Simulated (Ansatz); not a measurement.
**CH5FInNO: from a rough start to a minimum**

The task is to find a stationary geometry of CH5FInNO, then compute its harmonic vibrations to see whether it is a minimum and to get the zero-point energy and entropy.

Method: RKS PBE0-D4/def2-TZVP; program: Ansatz 0.2.0, Gaussian basis.

The runs, in order: relaxation at PBE0-D4/def2-TZVP; harmonic vibrations at the same level.

2 further runs of the same task are left out: 1 for a known fault of the program, 1 set aside as unsound or not needed.

## Step 1: The starting structure

SMILES `C[O][In]([NH2])[F]`, 10 atoms, charge 0, spin multiplicity 1.

Atoms are counted from 1 here; the program's logs count them from 0.

Bond lengths: C1–O2 1.405 Å, C1–H6 1.097 Å, C1–H7 1.096 Å, C1–H8 1.095 Å, O2–In3 2.000 Å, In3–N4 2.065 Å, In3–F5 1.982 Å, N4–H9 1.016 Å, N4–H10 1.017 Å. Angles: O2–C1–H6 112.9°, O2–C1–H7 110.9°, O2–C1–H8 106.7°, H6–C1–H7 108.9°, H6–C1–H8 108.2°, H7–C1–H8 109.3°, C1–O2–In3 121.4°, O2–In3–N4 127.5°, O2–In3–F5 110.0°, N4–In3–F5 121.9°, In3–N4–H9 108.4°, In3–N4–H10 107.8°, H9–N4–H10 107.4°.

The start is a GFN2-xTB geometry. In takes the def2 core potential; no spin-orbit term is included.

## Step 2: Relaxation at PBE0-D4/def2-TZVP

The input, in.yaml:

```yaml
crystal:
  periodic: [false, false, false]
  atoms:
    - {symbol: C, position_ang: [-1.148060, 1.258530, 1.244080]}
    - {symbol: O, position_ang: [-0.643170, -0.022200, 0.963170]}
    - {symbol: In, position_ang: [0.431160, -0.381750, -0.685150]}
    - {symbol: N, position_ang: [1.230890, -2.184400, -1.295940]}
    - {symbol: F, position_ang: [0.422270, 1.213560, -1.862000]}
    - {symbol: H, position_ang: [-1.382460, 1.832470, 0.338970]}
    - {symbol: H, position_ang: [-0.440850, 1.831650, 1.853650]}
    - {symbol: H, position_ang: [-2.075840, 1.113610, 1.807070]}
    - {symbol: H, position_ang: [1.573420, -2.677720, -0.476100]}
    - {symbol: H, position_ang: [2.032640, -1.983760, -1.887760]}
basis:
  gaussian: {orbitals: def2-TZVP}
hamiltonian: {xc: pbe0, dispersion: d4}
relax: {f_tol: 0.005, max_steps: 150}
```

Started as:

```sh
ansatz run in.yaml --threads 2 --pin off --events-out ev --progress --plain --max-ram 22528MiB --backend cuda --devices 0, --max-vram 18GiB
```

After this run come: Vibrations by finite differences.

Before running them: what should the planned runs give, taken together? Wanted: point group; shift from the start; total energy; dispersion term; dipole moment; lowest, highest wavenumber; zero-point energy.

**Answer**, as computed:

```
                  quantity            value
               point group               C1
                     steps               17
shift from the start (rms)          0.091 Å
              total energy   -12542.7387 eV
           dispersion term         -142 meV
             dipole moment           2.48 D
lowest, highest wavenumber    47, 3657 cm⁻¹
         zero-point energy    42.7 kcal/mol
       entropy at 298.15 K  391.1 J/(mol K)
```

What this shows: The relaxed geometry lies 0.09 Å (rms) from the start; the bond that changed most is In3–N4, from 2.065 to 2.001 Å. No mode is imaginary: a true minimum at this level. The stiffest mode, 3657 cm⁻¹, is an N–H stretch, and 5 modes under 200 cm⁻¹ make the vibrational entropy uncertain. Harmonic hybrid wavenumbers usually lie a few per cent above measured fundamentals. The largest Mulliken charge, +1.02 e, sits on In3.
